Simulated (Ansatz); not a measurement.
**BSiNH2ClF (SMILES F[Si]1(Cl)BN1) at B3LYP/cc-pVDZ**

What is the energy change on altering one bond length of BSiNH2ClF at B3LYP/cc-pVDZ? 

The calculation is run with Ansatz 0.2.0.

139 further runs of the same task are left out: 139 set aside as unsound or not needed.

## 1. The structure to begin with

BSiNH2ClF: 7 atoms, total charge 0, spin state singlet. SMILES: `F[Si]1(Cl)BN1`. The shape is that of a PBE0-D4/def2-TZVP optimisation.

Bond lengths: F1–Si2 1.589 Å, Si2–Cl3 2.036 Å, Si2–B4 1.896 Å, Si2–N5 1.717 Å, B4–N5 1.402 Å, B4–H6 1.186 Å, N5–H7 1.011 Å. Some angles: F1–Si2–Cl3 104.6°, F1–Si2–B4 126.6°, F1–Si2–N5 115.8°, Cl3–Si2–B4 128.7°, Cl3–Si2–N5 116.7°, B4–Si2–N5 45.3°, Si2–B4–N5 60.6°, Si2–N5–B4 74.1°, Si2–B4–H6 164.3°, N5–B4–H6 135.1°.

## 2. The energy at B3LYP/cc-pVDZ

run.yaml

```yaml
crystal:
  periodic: [false, false, false]
  atoms:
    - {symbol: F, position_ang: [-0.412200, -2.179200, -0.210300]}
    - {symbol: Si, position_ang: [-0.003600, -0.782500, 0.428000]}
    - {symbol: Cl, position_ang: [1.448800, -1.240300, 1.779600]}
    - {symbol: B, position_ang: [-0.771300, 0.907300, 0.039600]}
    - {symbol: N, position_ang: [0.347500, 0.475500, -0.686800]}
    - {symbol: H, position_ang: [-1.454900, 1.876800, 0.033100]}
    - {symbol: H, position_ang: [0.906900, 0.874400, -1.428900]}
basis:
  gaussian:
    orbitals: cc-pVDZ
hamiltonian:
  xc: {name: B3LYP}
accuracy: high
output:
  orbitals: {seedname: orbitals}
```

Command:

```console
$ ansatz run run.yaml --threads 1 --pin off --max-ram 2610MiB --events-out events.jsonl --progress --plain --runs-dir runs
```

The program printed:

```text
Warning: RAYON_NUM_THREADS=1 ignored (pool sized by the plan → 1); use --threads N
Functional definition: B3LYP
  name "B3LYP"
  parameter a0 = 0.2
  parameter ax = 0.72
  parameter ac = 0.81
  exchange = (1 - a0 - ax)*slater_x + ax*b88_x + a0*exact_x
  correlation = (1 - ac)*vwn_rpa_c + ac*lyp_c
1963 factors; integrals over basis functions are off by at most 3.6e-9 eV
mean field evaluation 1: about -25312.6390 eV, gradient 5.9e1 eV
mean field evaluation 2: about -25299.2096 eV, gradient 9.5e1 eV
mean field evaluation 4: about -25319.5751 eV, gradient 5.4e0 eV
mean field evaluation 8: about -25319.7841 eV, gradient 7.2e-1 eV
mean field evaluation 16: about -25319.7856 eV, gradient 2.2e-4 eV
mean field -25319.78558414 eV, -930.4849578501 hartree, gradient 3.3e-8 eV, S^2 0.000000; 0 other end points of the search recorded, 0 dependent functions left out
reference -25319.78562309 eV, -930.4849592814 hartree; 27, 27 occupied and 61, 61 virtual orbitals, 1963 factors
Total energy: -25319.78562309 eV, -930.4849592814 hartree
```

Run time: 11 s. Hardware: 1 thread of Arm Neoverse V1, shared host; peak memory 0.29 GiB.

## 3. The distorted shape

input.yaml

```yaml
crystal:
  periodic: [false, false, false]
  atoms:
    - {symbol: F, position_ang: [-0.691914, -2.378660, 0.160768]}
    - {symbol: Si, position_ang: [-0.283314, -0.981960, 0.799068]}
    - {symbol: Cl, position_ang: [1.169086, -1.439760, 2.150668]}
    - {symbol: B, position_ang: [-1.051014, 0.707840, 0.410668]}
    - {symbol: "N", position_ang: [0.067786, 0.276040, -0.315732]}
    - {symbol: H, position_ang: [-1.734614, 1.677340, 0.404168]}
    - {symbol: H, position_ang: [0.906900, 0.874400, -1.428900]}
basis:
  gaussian:
    orbitals: cc-pVDZ
hamiltonian:
  xc: {name: B3LYP}
accuracy: high
output: {orbitals: {seedname: orbitals}}
```

Command:

```console
$ ansatz run input.yaml --threads 1 --pin off --max-ram 2610MiB --events-out events.jsonl --progress --plain --runs-dir runs
```

The program printed:

```text
Warning: RAYON_NUM_THREADS=1 ignored (pool sized by the plan → 1); use --threads N
[... 7 set-up lines as earlier in the session ...]
1969 factors; integrals over basis functions are off by at most 3.6e-9 eV
mean field evaluation 1: about -25310.0574 eV, gradient 5.9e1 eV
mean field evaluation 2: about -25291.3443 eV, gradient 1.0e2 eV
mean field evaluation 4: about -25317.5416 eV, gradient 6.8e0 eV
mean field evaluation 8: about -25317.7851 eV, gradient 6.8e-1 eV
mean field evaluation 16: about -25317.7864 eV, gradient 5.6e-5 eV
mean field -25317.78636206 eV, -930.4114877937 hartree, gradient 3.1e-8 eV, S^2 0.000000; 0 other end points of the search recorded, 0 dependent functions left out
reference -25317.78640285 eV, -930.4114892928 hartree; 27, 27 occupied and 61, 61 virtual orbitals, 1969 factors
Total energy: -25317.78640285 eV, -930.4114892928 hartree
```

Wall time 10 s (1 thread of Arm Neoverse V1, shared host); peak memory 0.3 GiB.

## 4. Results

Level: B3LYP/cc-pVDZ.

| quantity | value |
| --- | --- |
| first shape: total energy | -930.48496 Eh |
| first shape: HOMO energy | -7.34 eV |
| first shape: LUMO energy | -0.82 eV |
| first shape: HOMO–LUMO gap | 6.53 eV |
| distorted shape: total energy | -930.41149 Eh |
| distorted shape: HOMO energy | -7.43 eV |
| distorted shape: LUMO energy | -2.11 eV |
| distorted shape: HOMO–LUMO gap | 5.32 eV |
| energy change with the N5–H7 bond stretched from 1.011 to 1.517 Å | 1.999 eV |

With the N5–H7 bond stretched from 1.011 to 1.517 Å the energy rises by 2.00 eV (193 kJ/mol). The first shape isn't relaxed at this level, so the change isn't measured from a minimum.
